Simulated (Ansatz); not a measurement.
# BH7OSi2: the cost of one run

All numbers below are computed with Ansatz 0.2.0 (RKS revPBE-D4/6-31G*).

## Step 1: The system as given

Bond lengths: Si1–B2 1.904 Å, B2–O3 1.435 Å, O3–Si4 1.728 Å, Si1–H5 1.480 Å, Si1–H6 1.469 Å, Si1–H7 1.509 Å, B2–H8 1.135 Å, Si4–H9 1.434 Å, Si4–H10 1.529 Å, Si4–H11 1.411 Å. Angles (14 of 16 angles, heavy atoms first): Si1–B2–O3 119.1°, B2–O3–Si4 109.3°, Si1–B2–H8 121.1°, O3–B2–H8 119.6°, B2–Si1–H5 111.6°, B2–Si1–H6 112.7°, B2–Si1–H7 109.1°, O3–Si4–H9 108.7°, O3–Si4–H10 105.0°, O3–Si4–H11 111.5°, H5–Si1–H6 110.6°, H5–Si1–H7 106.5°, H6–Si1–H7 106.0°, H9–Si4–H10 109.3°.

As a file:

```xyz
11

Si   -0.4807    1.7870    0.2106
B    -0.6378   -0.0284    0.7629
O     0.5536   -0.8017    0.9663
Si    0.9289   -1.6634   -0.4838
H     0.1142    1.8954   -1.1401
H     0.2665    2.6097    1.1710
H    -1.8576    2.3988    0.1232
H    -1.6483   -0.4767    1.0205
H     1.0597   -0.7227   -1.5576
H    -0.2860   -2.5562   -0.7399
H     2.0528   -2.4987   -0.3124
```

## Step 2: End point A

Contents of input.yaml:

```yaml
crystal:
  periodic: [false, false, false]
  atoms:
    - { symbol: Si, position_ang: [-0.4807, 1.787, 0.2106] }
    - { symbol: B, position_ang: [-0.6378, -0.0284, 0.7629] }
    - { symbol: O, position_ang: [0.5536, -0.8017, 0.9663] }
    - { symbol: Si, position_ang: [0.9289, -1.6634, -0.4838] }
    - { symbol: H, position_ang: [0.1142, 1.8954, -1.1401] }
    - { symbol: H, position_ang: [0.2665, 2.6097, 1.171] }
    - { symbol: H, position_ang: [-1.8576, 2.3988, 0.1232] }
    - { symbol: H, position_ang: [-1.6483, -0.4767, 1.0205] }
    - { symbol: H, position_ang: [1.0597, -0.7227, -1.5576] }
    - { symbol: H, position_ang: [-0.286, -2.5562, -0.7399] }
    - { symbol: H, position_ang: [2.0528, -2.4987, -0.3124] }
basis:
  gaussian: { orbitals: "6-31G*" }
hamiltonian:
  xc: revpbe
  dispersion: d4
relax:
  f_tol: 0.015
  max_steps: 40
output:
  orbitals: {}
```

Command:

```
> ansatz run input.yaml --threads 1 --pin off --max-ram 2048MiB --backend cpu --events-out ev --progress --plain --runs-dir out
```

Q: Estimate wall time and peak memory on 1 thread of Arm Neoverse V1, shared host.

About 95 s, with a peak of 0.13 GiB.
